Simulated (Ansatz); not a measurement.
# CH₇GaSn: one species, many methods

How much do the methods differ for CH₇GaSn? The plan is to run it at one geometry with functionals of several rungs and with coupled cluster. The yardstick is the atomisation energy at the CCSD(T) limit.

Computed with Ansatz 0.2.0, Gaussian basis. Level: functionals in def2-TZVPP, the program's frozen cores in correlated methods.

Plan: LDA (SPW92), PBE-D4, revPBE-D4, BLYP-D4, r2SCAN-D4, B97M-V, PBE0-D4, B3LYP-D4, r2SCANh-D4, r2SCAN0-D4, HSE06-D4, BHLYP-D4, CAM-B3LYP-D4, LC-ωPBE, ωB97X-V, ωB97M-V, B2PLYP, PBE-QIDH; CCSD(T)/def2-SVP; CCSD(T)/def2-TZVPP; MP2/def2-QZVPP; extrapolation to the limit; RPA on PBE.

## 1. The relaxed structure

The geometry comes from an earlier relaxation with PBE0-D4 in a triple-zeta def2 set; it is a stationary point, not always the lowest conformer. Sn takes the def2 core potential; no spin-orbit term is included.

SMILES `[CH3][SnH2][GaH2]`, 10 atoms, charge 0, spin multiplicity 1.

Atoms are counted from 1 here; the program's logs count them from 0.

Bond lengths: C1–Sn2 2.149 Å, C1–H4 1.090 Å, C1–H5 1.090 Å, C1–H6 1.090 Å, Sn2–Ga3 2.622 Å, Sn2–H7 1.717 Å, Sn2–H8 1.717 Å, Ga3–H9 1.576 Å, Ga3–H10 1.574 Å. Angles: Sn2–C1–H4 109.9°, Sn2–C1–H5 110.0°, Sn2–C1–H6 110.0°, H4–C1–H5 109.1°, H4–C1–H6 109.1°, H5–C1–H6 108.9°, C1–Sn2–Ga3 113.9°, C1–Sn2–H7 107.9°, C1–Sn2–H8 108.0°, Ga3–Sn2–H7 110.2°, Ga3–Sn2–H8 110.6°, H7–Sn2–H8 106.0°, Sn2–Ga3–H9 121.1°, Sn2–Ga3–H10 120.9°, H9–Ga3–H10 118.0°.

## 2. LDA

This LDA is Slater exchange with PW92 correlation.

in.yaml

```yaml
crystal:
  periodic: [false, false, false]
  atoms:
    - {symbol: C, position_ang: [-1.630337, 0.570088, -0.523906]}
    - {symbol: Sn, position_ang: [0.239589, -0.482321, -0.646758]}
    - {symbol: Ga, position_ang: [1.786896, -0.142585, 1.442108]}
    - {symbol: H, position_ang: [-2.223335, 0.378238, -1.418308]}
    - {symbol: H, position_ang: [-2.188026, 0.236891, 0.351469]}
    - {symbol: H, position_ang: [-1.449635, 1.641829, -0.439898]}
    - {symbol: H, position_ang: [-0.106940, -2.150302, -0.863698]}
    - {symbol: H, position_ang: [1.039775, 0.025529, -2.078605]}
    - {symbol: H, position_ang: [1.310745, 0.711516, 2.677708]}
    - {symbol: H, position_ang: [3.221270, -0.788882, 1.499897]}
basis:
  gaussian: {orbitals: def2-TZVPP}
hamiltonian: {xc: lda}
output: {orbitals: {seedname: orbitals}}
```

Started as:

```bash
ansatz run in.yaml --threads 2 --pin off --events-out ev --progress --plain --max-ram 4352MiB
```

After this run come: PBE-D4 (GGA); revPBE-D4 (GGA); BLYP-D4 (GGA); r2SCAN-D4 (meta-GGA); B97M-V (meta-GGA); B3LYP-D4 (hybrid); r2SCANh-D4 (hybrid); r2SCAN0-D4 (hybrid); HSE06-D4 (hybrid); BHLYP-D4 (hybrid); CAM-B3LYP-D4 (range-separated); LC-ωPBE (range-separated); ωB97X-V (range-separated); ωB97M-V (range-separated); B2PLYP (double hybrid); PBE-QIDH (double hybrid); CCSD(T) in def2-SVP; CCSD(T) in def2-TZVPP; MP2 in def2-QZVPP; RPA on PBE orbitals.

**Question.** What will the summary of the whole plan be? Wanted: atomisation energy, CCSD(T)/CBS; farthest beyond LDA; mean size of error, GGA; mean size of error, meta-GGA; mean size of error, hybrid; mean size of error, range-separated; mean size of error, double hybrid; gap, smallest and largest; T1 diagnostic.

As calculated:

| quantity | value |
| --- | --- |
| atomisation energy, CCSD(T)/CBS | 28.832 eV |
| functionals within 0.288 eV (1.0 %) | r2SCAN-D4, B97M-V, CAM-B3LYP-D4, ωB97X-V |
| farthest beyond LDA | revPBE-D4 (-1.001 eV) |
| mean size of error, GGA | 0.748 eV |
| mean size of error, meta-GGA | 0.191 eV |
| mean size of error, hybrid | 0.479 eV |
| mean size of error, range-separated | 0.243 eV |
| mean size of error, double hybrid | 0.593 eV |
| gap, smallest and largest | 3.13 eV (LDA (SPW92)), 9.54 eV (LC-ωPBE) |
| T1 diagnostic | 0.0127 |
| triples share of the correlation energy | 3.2 % |

In words: The LDA atomisation energy is off by 3.181 eV (11 %): it overbinds. PBE-D4 is off by -0.452 eV. Double hybrids carry the basis error of their MP2 part in triple zeta, and no dispersion term here, so their miss is partly the set-up's. The rungs meta-GGA, range-separated miss on average by less than the doubt on the reference (0.288 eV), so they tie. Misses under about 0.288 eV are within the doubt on the reference itself, which lacks core-valence correlation, spin-orbit coupling and higher excitations, and its outer-core shells are covered unevenly. All levels share the lack of spin-orbit coupling, which lowers the free heavy atoms and so the true binding. Hartree-Fock recovers 74 % of the binding; the rest is correlation. CCSD(T) in def2-SVP is off by -1.781 eV, worse than the median functional, from the basis alone. The gap grows from 3.1 to 9.5 eV across the functionals, mostly with the share of exact exchange. Correlated methods include outer-core shells of Ga, Sn, which these sets cover unevenly.
